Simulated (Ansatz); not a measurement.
# SnF2 (SMILES [F][Sn][F]) at 6 levels

We compute a comparison of 6 runs (B2PLYP/STO-3G, wB97X/STO-3G, MP2/STO-3G, CCSDT(Q)/STO-3G, CCSDT/STO-3G, CCSD/STO-3G) of SnF2. 

The calculation is run with Ansatz 0.2.0.

54 further runs of the same task are left out: 21 that didn't finish, 33 set aside as unsound or not needed.

## (1) The molecule

SnF2 has 3 atoms, charge 0, and is taken as a singlet. As SMILES, `[F][Sn][F]`. The F3–Sn1 distance was set to 2.596 Å, away from the relaxed value.

Bond lengths: Sn1–F2 2.077 Å.

## (2) A single-point energy at B2PLYP/STO-3G (run 1)

input.yaml reads:

```yaml
basis:
  gaussian: {orbitals: STO-3G}
crystal:
  periodic: [false, false, false]
  atoms:
    - {symbol: Sn, position_ang: [0.412549, -0.016648, -1.186987]}
    - {symbol: F, position_ang: [2.025569, -0.030318, 0.121223]}
    - {symbol: F, position_ang: [-1.623610, 0.028790, 0.422090]}
hamiltonian: {xc: {name: B2PLYP}}
correlation: {frozen_orbitals: {F: 1, Sn: 18}}
accuracy: high
```

On the command line:

```sh
$ ansatz run input.yaml --threads 1 --pin off --max-ram 2610MiB --events-out events.jsonl --progress --plain --runs-dir runs
```

Output:

```text
Warning: RAYON_NUM_THREADS=1 ignored (pool sized by the plan → 1); use --threads N
Functional definition: B2PLYP
  name "B2PLYP"
  parameter a = 0.53
  parameter c = 0.27
  exchange = (1 - a)*b88_x + a*exact_x
  correlation = (1 - c)*lyp_c + c*(mp2_os + mp2_ss)
658 factors; integrals over basis functions are off by at most 5.5e-9 eV
mean field evaluation 1: about -167648.8156 eV, gradient 2.6e1 eV
mean field evaluation 2: about -167648.8450 eV, gradient 2.6e1 eV
mean field evaluation 4: about -167611.8409 eV, gradient 1.1e2 eV
mean field evaluation 8: about -167656.0103 eV, gradient 2.1e0 eV
mean field evaluation 16: about -167656.0234 eV, gradient 2.1e-4 eV
mean field evaluation 32: about -167604.3442 eV, gradient 3.4e1 eV
mean field -167656.02338027 eV, -6161.2452178906 hartree, gradient 4.2e-8 eV, S^2 0.000000; 0 other end points of the search recorded, 0 dependent functions left out; unrestricted orbitals would lower it
20 core orbitals not correlated: weight in the atoms' cores, before any rotation towards them, 1.000 or more for the frozen orbitals, at most 0.000 for the correlated occupied ones
reference -167656.02339494 eV, -6161.2452184297 hartree; 14, 14 occupied and 3, 3 virtual orbitals, 658 factors
second order -4.82212023 eV of doubles, -0.00000000 eV of singles
Total energy: -167657.32536740 eV, -6161.2930650351 hartree
```

Wall time 2.8 s (1 thread of Arm Neoverse V1, shared host); peak memory 0.13 GiB.

## (3) The energy at wB97X/STO-3G (run 2)

in.yaml reads:

```yaml
crystal:
  periodic: [false, false, false]
  atoms:
    - {symbol: Sn, position_ang: [0.412549, -0.016648, -1.186987]}
    - {symbol: F, position_ang: [2.025569, -0.030318, 0.121223]}
    - {symbol: F, position_ang: [-1.623610, 0.028790, 0.422090]}
basis:
  gaussian:
    orbitals: STO-3G
hamiltonian:
  xc: {name: wB97X}
accuracy: high
```

On the command line:

```sh
$ ansatz run in.yaml --threads 1 --pin off --max-ram 2610MiB --events-out events.jsonl --progress --plain --runs-dir runs
```

Output, cut to the lines that bear on the results:

```text
Warning: RAYON_NUM_THREADS=1 ignored (pool sized by the plan → 1); use --threads N
Functional definition: wB97X
  name "wB97X"
[...]
      + exact_x_lr(omega)
[...]
      + integral(e_c_pw_opposite_spin*poly(b97_u_opposite, 1, cos1, cos2, cos3, cos4))
658 factors; integrals over basis functions are off by at most 5.5e-9 eV
149 factors; integrals over basis functions are off by at most 1.2e-9 eV
[...]
mean field -167679.15144561 eV, -6162.0951586152 hartree, gradient 2.2e-8 eV, S^2 0.000000; 0 other end points of the search recorded, 0 dependent functions left out
reference -167679.15144438 eV, -6162.0951585700 hartree; 34, 34 occupied and 3, 3 virtual orbitals, 658 factors
Total energy: -167679.15144438 eV, -6162.0951585700 hartree
```

It took 8.1 s on 1 thread of Arm Neoverse V1, shared host; peak memory 0.26 GiB.

Runs 3 to 4 aren't shown in full; the table further down has their settings and results.

## (4) The energy at CCSDT/STO-3G (run 5)

run.yaml reads:

```yaml
crystal:
  periodic: [false, false, false]
  atoms:
    - symbol: Sn
      position_ang: [0.412549, -0.016648, -1.186987]
    - symbol: F
      position_ang: [2.025569, -0.030318, 0.121223]
    - symbol: F
      position_ang: [-1.623610, 0.028790, 0.422090]
basis:
  gaussian: {orbitals: STO-3G}
correlation: {method: ccsdt, frozen_orbitals: {F: 1, Sn: 18}}
accuracy: high
scf: {omitted_lower_state_checks: [cluster_reference, increment]}
```

On the command line:

```sh
$ ansatz run run.yaml --threads 1 --pin off --max-ram 2610MiB --events-out events.jsonl --progress --plain --runs-dir runs
```

Output:

```text
Warning: RAYON_NUM_THREADS=1 ignored (pool sized by the plan → 1); use --threads N
[... 12 lines left out ...]
20 core orbitals not correlated: weight in the atoms' cores, before any rotation towards them, 1.000 or more for the frozen orbitals, at most 0.000 for the correlated occupied ones
[... 52 lines left out ...]
WARN: these amplitudes may be one of several solutions (largest doubles amplitude 0.33, level shift 1.05 eV)
Total energy: -167604.50159273 eV, -6159.3518271213 hartree
Checks for a lower state left out: cluster_reference, increment
```

Wall time 1.7 s (1 thread of Arm Neoverse V1, shared host); peak memory 0.1 GiB.

## (5) A single-point energy at CCSD/STO-3G (run 6)

in.yaml reads:

```yaml
crystal:
  periodic: [false, false, false]
  atoms:
    - symbol: Sn
      position_ang: [0.412549, -0.016648, -1.186987]
    - symbol: F
      position_ang: [2.025569, -0.030318, 0.121223]
    - symbol: F
      position_ang: [-1.623610, 0.028790, 0.422090]
basis:
  gaussian:
    orbitals: STO-3G
accuracy: high
scf:
  omitted_lower_state_checks: [cluster_reference, increment]
correlation:
  method: ccsd
  frozen_orbitals: {F: 1, Sn: 18}
magnetization:
  spin_polarized: false
  initial_magnetization: 0
```

On the command line:

```sh
$ ansatz run in.yaml --threads 1 --pin off --max-ram 2610MiB --events-out events.jsonl --progress --plain --runs-dir runs
```

Output, cut to the lines that bear on the results:

```text
Warning: RAYON_NUM_THREADS=1 ignored (pool sized by the plan → 1); use --threads N
Functional definition: HF
  name "HF"
[...]
658 factors; integrals over basis functions are off by at most 5.5e-9 eV
[...]
mean field -167600.33223351 eV, -6159.1986059960 hartree, gradient 2.1e-8 eV, S^2 0.000000; 1 other end points of the search recorded, 0 dependent functions left out; unrestricted orbitals would lower it
20 core orbitals not correlated: weight in the atoms' cores, before any rotation towards them, 1.000 or more for the frozen orbitals, at most 0.000 for the correlated occupied ones
reference -167600.33223351 eV, -6159.1986059960 hartree; 14, 14 occupied and 3, 3 virtual orbitals, 658 factors
second order -2.62383892 eV of doubles, -0.00000000 eV of singles
cycle   1  -2.98688861 eV  change   -5.4e-1 eV  update   1.7e-1
[...]
cycle  35  -3.83167498 eV  change   -1.1e-9 eV  update   2.3e-9
WARN: these amplitudes may be one of several solutions (largest doubles amplitude 0.33, level shift 1.05 eV)
Total energy: -167604.16390849 eV, -6159.3394174543 hartree
Checks for a lower state left out: cluster_reference, increment
```

Wall time 0.91 s (1 thread of Arm Neoverse V1, shared host); peak memory 0.091 GiB.

## (6) The series

```
run            level  frozen core orbitals   energy (Eh)  wall time
  1    B2PLYP/STO-3G                    20  -6161.293065      2.8 s
  2     wB97X/STO-3G                     –  -6162.095159      8.1 s
  3       MP2/STO-3G                    20  -6159.295030      1.3 s
  4  CCSDT(Q)/STO-3G                    20  -6159.355280      2.2 s
  5     CCSDT/STO-3G                    20  -6159.351827      1.7 s
  6      CCSD/STO-3G                    20  -6159.339417     0.91 s
```

## (7) Results

```
                                           quantity           value
                                run 6: total energy  -6159.33942 Eh
run 6: correlation energy (20 core orbitals frozen)      -140.8 mEh
                               run 6: T1 diagnostic           0.030
```

Totals of different functionals can't be ranked against each other. In runs 1, 3, 4, 5, 6 the log says that unrestricted orbitals would lower the reference, so the values rest on an unstable closed-shell determinant (other closed-shell runs at this shape may share the fault). In runs 1, 2, 3, 4, 5, 6 the basis is minimal, so the values are rough. In runs 1, 2, 3, 4, 5, 6 relativity is left out where basis or elements ask for it. All runs together took 17 s, the longest 8.1 s.
